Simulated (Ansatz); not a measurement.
**C4H7BrSi: vertical ionisation energy**

An exercise on one series of results from a longer session: the logs are not shown, and one member is left open.

Computed with Ansatz 0.2.0, Gaussian basis. Level: unrestricted cation, the program's frozen cores in correlated methods.

Plan: UKS PBE-D4/def2-TZVPP; UKS r2SCAN-D4/def2-TZVPP; UKS PBE0-D4/def2-TZVPP; UKS B3LYP-D4/def2-TZVPP; UKS wB97X-V/def2-TZVPP; UKS wB97M-V/def2-TZVPP; UKS B2PLYP/def2-TZVPP; UHF-CCSD(T)/def2-TZVPP; UHF-MP2/def2-QZVPP; extrapolation to the limit; then −ε(HOMO) from the neutral's earlier runs with LDA (SPW92), PBE-D4, revPBE-D4, BLYP-D4, r2SCAN-D4, B97M-V, PBE0-D4, B3LYP-D4, r2SCANh-D4, r2SCAN0-D4, HSE06-D4, BHLYP-D4, CAM-B3LYP-D4, LC-ωPBE, ωB97X-V, ωB97M-V.

**Structure used throughout**

An earlier PBE0-D4 in a triple-zeta def2 set relaxation fixed the geometry.

SMILES `C=C[SiH](Br)C=C`, 13 atoms, charge 0, spin multiplicity 1.

Atoms are counted from 1 here; the program's logs count them from 0.

Bond lengths: C1–C2 1.329 Å, C1–H7 1.086 Å, C1–H8 1.086 Å, C2–Si3 1.854 Å, C2–H9 1.091 Å, Si3–Br4 2.232 Å, Si3–C5 1.851 Å, Si3–H10 1.485 Å, C5–C6 1.330 Å, C5–H11 1.088 Å, C6–H12 1.086 Å, C6–H13 1.087 Å. Angles: C2–C1–H7 121.5°, C2–C1–H8 121.9°, H7–C1–H8 116.6°, C1–C2–Si3 125.7°, C1–C2–H9 118.3°, Si3–C2–H9 116.0°, C2–Si3–Br4 108.7°, C2–Si3–C5 112.0°, C2–Si3–H10 111.3°, Br4–Si3–C5 109.2°, Br4–Si3–H10 107.4°, C5–Si3–H10 108.1°, Si3–C5–C6 121.9°, Si3–C5–H11 119.1°, C6–C5–H11 119.0°, C5–C6–H12 122.2°, C5–C6–H13 121.7°, H12–C6–H13 116.1°.

The first run:

in.yaml

```yaml
crystal:
  periodic: [false, false, false]
  atoms:
    - {symbol: C, position_ang: [1.022061, -2.449071, -0.096217]}
    - {symbol: C, position_ang: [0.728832, -1.299978, 0.503258]}
    - {symbol: Si, position_ang: [0.516455, 0.337040, -0.341187]}
    - {symbol: Br, position_ang: [0.880411, 0.066072, -2.526894]}
    - {symbol: C, position_ang: [-1.179873, 1.032359, -0.087064]}
    - {symbol: C, position_ang: [-1.375945, 2.219060, 0.481480]}
    - {symbol: H, position_ang: [1.173131, -2.507203, -1.169974]}
    - {symbol: H, position_ang: [1.124431, -3.376602, 0.459667]}
    - {symbol: H, position_ang: [0.587599, -1.301664, 1.584616]}
    - {symbol: H, position_ang: [1.502125, 1.330974, 0.154043]}
    - {symbol: H, position_ang: [-2.043652, 0.447961, -0.398522]}
    - {symbol: H, position_ang: [-2.369976, 2.624769, 0.647985]}
    - {symbol: H, position_ang: [-0.545401, 2.841381, 0.803611]}
basis:
  gaussian: {orbitals: def2-TZVPP}
total_charge: 1
magnetization: {spin_polarized: true, initial_magnetization: 1}
hamiltonian: {xc: pbe, dispersion: d4}
```

Launch:

```console
> ansatz run in.yaml --threads 2 --pin off --events-out ev --progress --plain --max-ram 20480MiB --backend cuda --devices 0, --max-vram 18GiB
```

Steps of the session up to this table: Cation, UKS PBE-D4/def2-TZVPP; Cation, UKS r2SCAN-D4/def2-TZVPP; Cation, UKS PBE0-D4/def2-TZVPP; Cation, UKS B3LYP-D4/def2-TZVPP; Cation, UKS wB97X-V/def2-TZVPP; Cation, UKS wB97M-V/def2-TZVPP; Cation, UKS B2PLYP (frozen core)/def2-TZVPP; Cation, UHF-CCSD(T)/def2-TZVPP; Cation, UHF-MP2/def2-QZVPP.

One of the session's tables, all rows but one given; the rest of the session is left out.

For comparison, −ε(HOMO) of the neutral from earlier runs:

```
  functional  −ε(HOMO) (eV)
 LDA (SPW92)           7.01
      PBE-D4           6.86
   revPBE-D4           6.80
     BLYP-D4           6.68
   r2SCAN-D4           7.14
      B97M-V           7.15
     PBE0-D4           8.04
    B3LYP-D4              ?
  r2SCANh-D4           7.57
  r2SCAN0-D4           8.21
    HSE06-D4           7.64
    BHLYP-D4           8.98
CAM-B3LYP-D4           9.34
     LC-ωPBE          10.76
     ωB97X-V          10.36
     ωB97M-V          10.25
```

**Question.** Estimate the row for B3LYP-D4.

Worked estimate for «−ε(HOMO) (eV)». Against the share of exact exchange, BLYP-D4 (0, 6.68), BHLYP-D4 (0.5, 8.98) give a slope of 4.60 per unit share; at 0.2 the line stands at 7.60.

The run gave: −ε(HOMO) (eV): 7.78. In «−ε(HOMO) (eV)» the line misses by -0.18.
